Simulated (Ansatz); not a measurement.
# GeN+ (singlet): the correlation ladder at distance Ge1–N2 = 3.083 Å, 6-31G

How much of the correlation energy of GeN+ (singlet) does each wave-function method recover here?

Computed with Ansatz 0.2.0, Gaussian basis. Level: 6-31G, core rule «outside noble gas», up to 15 orbitals frozen.

Plan: UHF; CCSD(T) on RHF; CCSD(T) on UHF; BCCD(T) on RHF; CISD; CCSDT(Q) on RHF; CCSDT(Q) on UHF; CCSDTQ on RHF; CASSCF and MRCISD+Q, 2 electrons in 2 orbitals; CASSCF and NEVPT2, 2 electrons in 2 orbitals; CASSCF and MRCISD+Q, 8 electrons in 8 orbitals; CASSCF and NEVPT4(SD), 8 electrons in 8 orbitals; CASSCF and NEVPT2, 8 electrons in 8 orbitals; Full CI; Full CI in the symmetry of the determinant.

30 further runs of the same task are left out: 6 for a known fault of the program, 22 that didn't finish, 2 set aside as unsound or not needed. Runs told in other sessions of the task aren't counted.

## (1) The geometry

The geometry derives from a PBE0/def2-TZVP stationary point (not a proven minimum). One bond is set to the value named and the two fragments are kept rigid. No spin-orbit coupling is included. The filled d shell of Ge may be among the frozen orbitals whatever the setting's name suggests.

2 atoms, charge 1, spin multiplicity 1.

Atoms are counted from 1 here; the program's logs count them from 0.

No contacts short enough for the rule that draws bonds.

## (2) UHF

Input file in.yaml:

```yaml
crystal:
  periodic: [false, false, false]
  atoms:
    - {symbol: Ge, position_ang: [0.000000, 0.000000, 0.000000]}
    - {symbol: N, position_ang: [0.000000, 0.000000, 3.083000]}
basis:
  gaussian: {orbitals: 6-31G}
total_charge: 1
magnetization: {spin_polarized: true, initial_magnetization: 0}
hamiltonian: {xc: hf}
output: {orbitals: {seedname: orbitals}}
```

Command:

```bash
$ ansatz run in.yaml --threads 1 --pin off --events-out ev --progress --plain --max-ram 2393MiB
```

Further steps of the session: CCSD(T) on RHF; CCSD(T) on UHF; BCCD(T) on RHF; CISD; CCSDT(Q) on RHF; CCSDT(Q) on UHF; CCSDTQ on RHF; CASSCF and MRCISD+Q, 2 electrons in 2 orbitals; CASSCF and NEVPT2, 2 electrons in 2 orbitals; CASSCF and MRCISD+Q, 8 electrons in 8 orbitals; CASSCF and NEVPT4(SD), 8 electrons in 8 orbitals; CASSCF and NEVPT2, 8 electrons in 8 orbitals; Full CI; Full CI in the symmetry of the determinant.

Before running them: what should the planned runs give, taken together? Wanted: FCI from the RHF energy; RMP2 from FCI; RCCSD from FCI; RCCSD(T) from FCI; RCCSDT(Q) from FCI; NEVPT2 valence from FCI; NEVPT4(SD) valence from FCI; MRCISD+Q valence from FCI; T1 diagnostic.

**Answer**, as computed:

| quantity | value |
| --- | --- |
| FCI from the RHF energy | -5.6793 eV |
| RMP2 from FCI | +2077.4 meV |
| RCCSD from FCI | +572.3 meV |
| RCCSD(T) from FCI | +270.3 meV |
| RCCSDT(Q) from FCI | -34.4 meV |
| NEVPT2 valence from FCI | +441.5 meV |
| NEVPT4(SD) valence from FCI | +73.2 meV |
| MRCISD+Q valence from FCI | +22.8 meV |
| levels within 1 kcal/mol (43 meV) | RCCSDT(Q), RCCSDTQ, MRCISD+Q valence |
| T1 diagnostic | 0.046 |
| effectively unpaired electrons | 2.90 |

What this shows: RCCSD(T) misses by +270.3 meV, 4.8 % of the correlation energy. RCCSDT(Q) falls below full CI, which methods that aren't variational can do. With 2.9 effectively unpaired electrons against 0 the state is strongly multireference. Of the multireference levels listed MRCISD+Q valence comes nearest in total energy (+22.8 meV), which doesn't show that its space is the better one. These misses are within one basis, not against nature.

The restricted and unrestricted ladders end 2.34 eV apart at CCSDT(Q), which points to two states or an unsound top rung; rows of one don't measure the error of the other.
